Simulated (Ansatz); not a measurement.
Write a Python script for Ansatz 0.2.0 through its Python package that makes a rigid scan of one bond length of BrCl2Si, SMILES Cl[Si](Cl)Br. Level of theory (for the species named): MP2, def2-SVP basis, multiplicity 2.

Input file `brcl2si.xyz`:
```text
4

Cl    0.85050    0.83110    1.51190
Si   -0.43150   -0.25560    0.30920
Cl    0.77120   -1.67360   -0.51750
Br   -1.13460    1.03790   -1.32390
```

`scan_brcl2si.py`:
```python
import ansatz as az
import numpy as np


def main() -> None:
    molecule = az.Crystal.molecule_from_extxyz('brcl2si.xyz')

    symbols = [site.symbol for site in molecule.cartesian_sites]
    start = np.array([site.position_ang for site in molecule.cartesian_sites])
    axis = (start[3] - start[1]) / np.linalg.norm(start[3] - start[1])
    moving = [3]
    lengths, energies = [1.935, 2.023, 2.111, 2.199, 2.287, 2.375, 2.463, 2.595], []
    for length in lengths:
        xyz = start.copy()
        xyz[moving] += (length - np.linalg.norm(start[3] - start[1])) * axis
        point = az.Crystal.molecule()
        for symbol, place in zip(symbols, xyz):
            point = point.atom(symbol, place.tolist())
        setup = (
            point.calculation()
            .basis(gaussian='def2-SVP')
            .correlation('mp2', electrons='valence')
            .spin('collinear', total=1)
            .accuracy('medium')
        )
        r = setup.run(threads=1).report
        energies.append(r['free_energy_ev'])
        print(f'r = {length:6.3f} A  E = {energies[-1]:.5f} eV  <S^2> = {abs(r["mean_field"]["state"]["spin_squared"]):.3f}')

    fit = np.polynomial.Polynomial.fit(lengths, np.array(energies) - min(energies), 4).convert()
    roots = [r.real for r in fit.deriv().roots() if abs(r.imag) < 1e-9 and fit.deriv(2)(r.real) > 0]
    r_e = min(roots, key=lambda r: abs(r - lengths[int(np.argmin(energies))]))
    print(f'minimum of the fit at {r_e:.4f} A, force constant {fit.deriv(2)(r_e):.2f} eV/A^2')


if __name__ == '__main__':
    main()
```

```console
$ python scan_brcl2si.py
r =  1.935 A  E = -102866.90899 eV  <S^2> = 0.754
r =  2.023 A  E = -102867.48141 eV  <S^2> = 0.754
r =  2.111 A  E = -102867.78120 eV  <S^2> = 0.755
r =  2.199 A  E = -102867.88996 eV  <S^2> = 0.755
r =  2.287 A  E = -102867.86654 eV  <S^2> = 0.757
r =  2.375 A  E = -102867.75338 eV  <S^2> = 0.759
r =  2.463 A  E = -102867.58085 eV  <S^2> = 0.762
r =  2.595 A  E = -102867.25403 eV  <S^2> = 0.776
minimum of the fit at 2.2220 A, force constant 15.42 eV/A^2
```

Reading the output:
- These settings explore the input space; basis and method may be short of convergence.
- The rest of the molecule is held rigid at a force-field or estimated start geometry, and the basis set is modest; single-reference methods fail as a bond breaks.
- The species is open-shell (spin multiplicity 2).
- S² is that of the Hartree-Fock reference.
- Spin-orbit coupling of the heavy open-shell atom is left out.
- Finished in 18 s on 1 thread of Arm Neoverse V2 (shared host), peak memory 0.3 GiB.

(Lines on the test bed's own set-up are left out of the output.)
